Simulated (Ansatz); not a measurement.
**CH₆GeO₃: up Jacob's ladder to CCSD(T)**

The task here is to estimate one member of a computed series from the others.

Method: functionals in def2-TZVPP, the program's frozen cores in correlated methods; program: Ansatz 0.2.0, Gaussian basis.

Levels to be run: LDA (SPW92), PBE-D4, revPBE-D4, BLYP-D4, r2SCAN-D4, B97M-V, PBE0-D4, B3LYP-D4, r2SCANh-D4, r2SCAN0-D4, HSE06-D4, BHLYP-D4, CAM-B3LYP-D4, LC-ωPBE, ωB97X-V, ωB97M-V, B2PLYP, PBE-QIDH; CCSD(T)/def2-SVP; CCSD(T)/def2-TZVPP; MP2/def2-QZVPP; extrapolation to the limit; RPA on PBE.

## The geometry

An earlier PBE0-D4 in a triple-zeta def2 set relaxation fixed the geometry.

SMILES `C[O][GeH]([OH])[OH]`, 11 atoms, charge 0, spin multiplicity 1.

Atoms are counted from 1 here; the program's logs count them from 0.

Bond lengths: C1–O2 1.411 Å, C1–H6 1.092 Å, C1–H7 1.096 Å, C1–H8 1.097 Å, O2–Ge3 1.769 Å, Ge3–O4 1.761 Å, Ge3–O5 1.763 Å, Ge3–H9 1.529 Å, O4–H10 0.961 Å, O5–H11 0.961 Å. Angles: O2–C1–H6 107.9°, O2–C1–H7 111.8°, O2–C1–H8 112.0°, H6–C1–H7 108.4°, H6–C1–H8 108.1°, H7–C1–H8 108.4°, C1–O2–Ge3 120.1°, O2–Ge3–O4 102.8°, O2–Ge3–O5 111.8°, O2–Ge3–H9 112.7°, O4–Ge3–O5 109.2°, O4–Ge3–H9 114.6°, O5–Ge3–H9 106.0°, Ge3–O4–H10 110.6°, Ge3–O5–H11 112.3°.

Set-up of the first run:

in.yaml

```yaml
crystal:
  periodic: [false, false, false]
  atoms:
    - {symbol: C, position_ang: [-0.876496, 1.179828, 0.987364]}
    - {symbol: O, position_ang: [-0.278151, 0.817237, -0.237924]}
    - {symbol: Ge, position_ang: [0.804607, -0.579215, -0.316766]}
    - {symbol: O, position_ang: [1.275490, -0.611012, -2.013306]}
    - {symbol: O, position_ang: [-0.032558, -2.078222, 0.081810]}
    - {symbol: H, position_ang: [-1.473410, 2.078096, 0.816941]}
    - {symbol: H, position_ang: [-1.536366, 0.392102, 1.367598]}
    - {symbol: H, position_ang: [-0.129841, 1.408878, 1.758245]}
    - {symbol: H, position_ang: [1.971937, -0.475701, 0.665360]}
    - {symbol: H, position_ang: [0.961150, 0.176020, -2.467098]}
    - {symbol: H, position_ang: [-0.621062, -2.364910, -0.621624]}
basis:
  gaussian: {orbitals: def2-TZVPP}
hamiltonian: {xc: lda}
output: {orbitals: {seedname: orbitals}}
```

Run with:

```sh
> ansatz run in.yaml --threads 4 --pin off --events-out ev --progress --plain --max-ram 10444MiB
```

Steps of the session up to this table: LDA; PBE-D4 (GGA); revPBE-D4 (GGA); BLYP-D4 (GGA); r2SCAN-D4 (meta-GGA); B97M-V (meta-GGA); B3LYP-D4 (hybrid); r2SCANh-D4 (hybrid); r2SCAN0-D4 (hybrid); HSE06-D4 (hybrid); BHLYP-D4 (hybrid); CAM-B3LYP-D4 (range-separated); LC-ωPBE (range-separated); ωB97X-V (range-separated); ωB97M-V (range-separated); B2PLYP (double hybrid); PBE-QIDH (double hybrid).

One table of the session follows, with a row left open; its other results are not shown here.

It belongs to the step «Frontier levels by functional». 

```
  functional  HOMO (eV)  LUMO (eV)  gap (eV)
 LDA (SPW92)      -6.71      -0.79      5.91
      PBE-D4      -6.56      -0.58      5.98
   revPBE-D4      -6.50      -0.48      6.02
     BLYP-D4      -6.48      -0.61      5.87
   r2SCAN-D4      -6.92      -0.07      6.85
      B97M-V      -7.05      -0.34      6.71
     PBE0-D4      -8.20       0.41      8.61
    B3LYP-D4          ?          ?         ?
  r2SCANh-D4      -7.53       0.27      7.80
  r2SCAN0-D4      -8.46       0.75      9.21
    HSE06-D4      -7.79       0.04      7.83
    BHLYP-D4      -9.80       1.20     11.01
CAM-B3LYP-D4      -9.69       1.27     10.97
     LC-ωPBE     -11.04       2.67     13.70
     ωB97X-V     -10.71       2.45     13.16
     ωB97M-V     -10.64       2.07     12.71
```

**Question.** Estimate the row for B3LYP-D4.

Worked estimate for «HOMO (eV)». Against the share of exact exchange, BLYP-D4 (0, -6.48), BHLYP-D4 (0.5, -9.80) give a slope of -6.64 per unit share; at 0.2 the line stands at -7.81.

The run gave: HOMO (eV): -7.96; LUMO (eV): 0.02; gap (eV): 7.98. In «HOMO (eV)» the line misses by +0.15.
